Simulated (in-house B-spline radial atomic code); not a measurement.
# Cs³⁺: a fraction of an electron removed from 4d

How does the HSE06 energy of Cs³⁺ change when part of an electron is removed from 4d?

The numbers are computed with in-house B-spline radial atomic code version 1 (non-relativistic HSE06, spin-polarised, spherical fractional occupations, point nucleus, basis-set limit), except any that are marked as measured or tabulated.

**1. What is computed**

```
element       : caesium (Z = 55)
charge        : +3
electrons     : 52
configuration : [Kr] 4d10 5s2 5p4
Hamiltonian   : non-relativistic
nucleus       : point
```

The outer shells:

[Kr] 4d10 5s2 5p4
```
[Kr] core
4d [↑↓][↑↓][↑↓][↑↓][↑↓]
5s [↑↓]
5p [↑↓][↑ ][↑ ]
```

Where spins are not typed, each open shell is filled with up spins first.

**2. The start, at fraction 0**

Settings, as recorded:

```ini
Z = 55
electrons = 52.0
configuration = [Kr] 4d10 5s2 5p4
hamiltonian = nr
method = hse06
spin_polarised = True
```

**3. 0.09 electron removed from 4d**

Settings, as recorded:

```ini
Z = 55
electrons = 51.91
configuration = [Kr] 4d9.91 5s2 5p4
hamiltonian = nr
method = hse06
spin_polarised = True
```

**4. 0.21 electron removed from 4d**

Settings, as recorded:

```ini
Z = 55
electrons = 51.79
configuration = [Kr] 4d9.79 5s2 5p4
hamiltonian = nr
method = hse06
spin_polarised = True
```

**5. 0.37 electron removed from 4d**

Settings, as recorded:

```ini
Z = 55
electrons = 51.63
configuration = [Kr] 4d9.63 5s2 5p4
hamiltonian = nr
method = hse06
spin_polarised = True
```

**6. 0.49 electron removed from 4d**

Settings, as recorded:

```ini
Z = 55
electrons = 51.51
configuration = [Kr] 4d9.51 5s2 5p4
hamiltonian = nr
method = hse06
spin_polarised = True
```

**7. 0.5 electron removed from 4d**

Settings, as recorded:

```ini
Z = 55
electrons = 51.5
configuration = [Kr] 4d9.5 5s2 5p4
hamiltonian = nr
method = hse06
spin_polarised = True
```

**8. 0.68 electron removed from 4d**

Settings, as recorded:

```ini
Z = 55
electrons = 51.32
configuration = [Kr] 4d9.32 5s2 5p4
hamiltonian = nr
method = hse06
spin_polarised = True
```

**9. 0.86 electron removed from 4d**

Settings, as recorded:

```ini
Z = 55
electrons = 51.14
configuration = [Kr] 4d9.14 5s2 5p4
hamiltonian = nr
method = hse06
spin_polarised = True
```

**10. 1 electron removed from 4d**

Settings, as recorded:

```ini
Z = 55
electrons = 51.0
configuration = [Kr] 4d9 5s2 5p4
hamiltonian = nr
method = hse06
spin_polarised = True
```

How does the energy change with the fraction, and which way and how far does it bend from the straight line between the ends?

The runs gave:

| fraction | energy change (eV) | less the straight line (eV) | level 4d down (eV) | sum of <r²> (bohr²) |
| --- | --- | --- | --- | --- |
| 0 | 0.0000 | 0.0000 | -109.98 | 38.497 |
| 0.09 | 9.9758 | -0.7989 | -111.71 | 38.135 |
| 0.21 | 23.5192 | -1.6219 | -114.02 | 37.663 |
| 0.37 | 42.0108 | -2.2854 | -117.13 | 37.054 |
| 0.49 | 56.2074 | -2.4551 | -119.48 | 36.610 |
| 0.5 | 57.4032 | -2.4565 | -119.68 | 36.574 |
| 0.68 | 79.2644 | -2.1448 | -123.23 | 35.930 |
| 0.86 | 101.7683 | -1.1904 | -126.82 | 35.309 |
| 1 | 119.7194 | 0.0000 | -129.63 | 34.841 |

**Reading.** From fraction 0 to 1 the energy changes by 119.719 eV. It sags under the straight line by up to 2.46 eV (at 0.5). Slater's transition state, the slope from the orbital energy at fraction 0.5 (Janak's theorem), gives 119.677 eV for the whole step. Here exact exchange is taken at spherical fractional occupations, which leaves self-interaction in open p, d and f shells; that spoils the energies somewhat, at whole numbers too.
